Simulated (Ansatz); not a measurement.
# C2H8GeN2: how energies converge with the basis set

Aim: see how fast density functionals converge with the basis set for C2H8GeN2.

Program: Ansatz 0.2.0, Gaussian basis. Level of theory: one geometry, several basis sets. These are calculated values, not measurements.

Levels to be run: PBE0-D4/def2-SVP; ωB97M-V/def2-SVP; PBE0-D4/def2-QZVPP; ωB97M-V/def2-QZVPP; the functionals' def2-TZVPP values are taken from earlier runs.

## Step 1: Structure used throughout

All runs share one geometry, relaxed beforehand with PBE0-D4 in a triple-zeta def2 set.

SMILES `C[N](C)[Ge][NH2]`, 13 atoms, charge 0, spin multiplicity 1.

Atoms are counted from 1 here; the program's logs count them from 0.

Bond lengths: C1–N2 1.436 Å, C1–H6 1.090 Å, C1–H7 1.100 Å, C1–H8 1.099 Å, N2–C3 1.441 Å, N2–Ge4 1.839 Å, C3–H9 1.099 Å, C3–H10 1.099 Å, C3–H11 1.094 Å, Ge4–N5 1.830 Å, N5–H12 1.007 Å, N5–H13 1.007 Å. Angles: N2–C1–H6 111.5°, N2–C1–H7 112.1°, N2–C1–H8 110.8°, H6–C1–H7 108.1°, H6–C1–H8 107.0°, H7–C1–H8 107.2°, C1–N2–C3 112.9°, C1–N2–Ge4 129.2°, C3–N2–Ge4 117.9°, N2–C3–H9 111.9°, N2–C3–H10 111.5°, N2–C3–H11 110.3°, H9–C3–H10 107.3°, H9–C3–H11 107.7°, H10–C3–H11 107.9°, N2–Ge4–N5 100.0°, Ge4–N5–H12 128.7°, Ge4–N5–H13 119.1° and more.

## Step 2: PBE0-D4 in def2-SVP

The input, in.yaml:

```yaml
crystal:
  periodic: [false, false, false]
  atoms:
    - {symbol: C, position_ang: [-0.095842, 1.061017, 0.532718]}
    - {symbol: N, position_ang: [0.401019, -0.194115, 0.042073]}
    - {symbol: C, position_ang: [1.678951, -0.550401, 0.604241]}
    - {symbol: Ge, position_ang: [-0.383028, -1.375992, -1.127827]}
    - {symbol: N, position_ang: [-1.992348, -0.544626, -1.387790]}
    - {symbol: H, position_ang: [-0.970421, 1.390869, -0.028484]}
    - {symbol: H, position_ang: [-0.371810, 1.010361, 1.595917]}
    - {symbol: H, position_ang: [0.665423, 1.846961, 0.432648]}
    - {symbol: H, position_ang: [1.629858, -0.656618, 1.697346]}
    - {symbol: H, position_ang: [2.442745, 0.208288, 0.382894]}
    - {symbol: H, position_ang: [2.022094, -1.503692, 0.192709]}
    - {symbol: H, position_ang: [-2.366564, 0.263502, -0.917294]}
    - {symbol: H, position_ang: [-2.660078, -0.955555, -2.019160]}
basis:
  gaussian: {orbitals: def2-SVP}
hamiltonian: {xc: pbe0, dispersion: d4}
output: {orbitals: {seedname: orbitals}}
```

Launch:

```bash
> ansatz run in.yaml --threads 4 --pin off --events-out ev --progress --plain --max-ram 11315MiB
```

After this run come: ωB97M-V in def2-SVP; PBE0-D4 in def2-QZVPP; ωB97M-V in def2-QZVPP.

Before running them: what should the planned runs give, taken together? Wanted: PBE0-D4: double and triple zeta above quadruple; ωB97M-V: double and triple zeta above quadruple.

The runs gave:

```
                                       quantity           value
PBE0-D4: double and triple zeta above quadruple  14.58, 1.54 eV
ωB97M-V: double and triple zeta above quadruple  14.79, 1.50 eV
```

What this shows: For PBE0-D4 the step from double to triple zeta gains 13.04 eV and the next only 1.54 eV. Total energies overstate the basis error of differences, where much of it tends to cancel. The LUMO of ωB97M-V is positive and keeps falling with the basis (1.46 to 0.96 eV): an unbound level that the basis holds in place.
